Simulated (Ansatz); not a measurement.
Runs of Ansatz 0.2.0 on EuMo. Symmetry: Pm-3m, No. 221, cubic system. Conventional cell: a = 3.531 Å, b = 3.531 Å, c = 3.531 Å, α = 90.00°, β = 90.00°, γ = 90.00°. Eu (site symmetry m-3m) has 8 Mo at 3.06 Å as nearest neighbours. Mo (site symmetry m-3m) has 8 Eu at 3.06 Å as nearest neighbours. The cell was built by a generator and needn't be a form met in nature.

```csv
task,level,spin,cell,cutoff (eV),points for each segment of the path,gap on the mesh (eV),pressure (GPa),moment (μB),relaxed volume (Å³/atom)
band structure,PBEsol,"collinear, ferromagnetic start",as given,420,14,none,(a),5.64,-
relaxation of cell and atoms,BLYP,"collinear, ferromagnetic start",relaxed,420,-,none,0.0,4.40,24.60
single point,r2SCAN,"collinear, random start",as given,500,-,none,6.0,4.10,-
relaxation of cell and atoms,revPBE,"collinear, ferromagnetic start",relaxed,420,-,none,0.0,3.99,24.44
single point,r2SCAN,"collinear, ferrimagnetic start",as given,500,-,none,6.0,4.10,-
single point,r2SCAN,"non-collinear, random start",as given,500,-,none,(b),8.98,-
relaxation of cell and atoms,RPBE,"collinear, ferromagnetic start",relaxed,420,-,none,0.0,3.93,24.91
single point,r2SCAN,"collinear, antiferromagnetic start",as given,500,-,none,6.0,4.10,-
```

Alike in all rows: potentials or basis Ansatz PAW; k mesh 6 × 6 × 6; smearing fermi-dirac 0.05 eV.

Q: Fill in the values left out.

A: (a) -5.6; (b) 5.2.

Caveats: spin-orbit coupling is left out, which moves the levels of the heavy elements; without U or exact exchange the open f shell lies at the Fermi level, which spoils levels, moments and volumes; the PAW data sets come from PBE, with cores solved anew for the run's functional, which leaves a small shift of forces and pressure; the starting moments weren't kept (some runs); the magnetic or orbital state may not be the lowest (some runs); the plane-wave basis is chosen anew once the cell has moved, so the energies of steps on either side of that aren't comparable (some runs).

A k mesh can miss the band edges, and the runs leave out spin-orbit coupling on Eu, Mo.

A gap of «none» marks a metal or a gap under the smearing width.
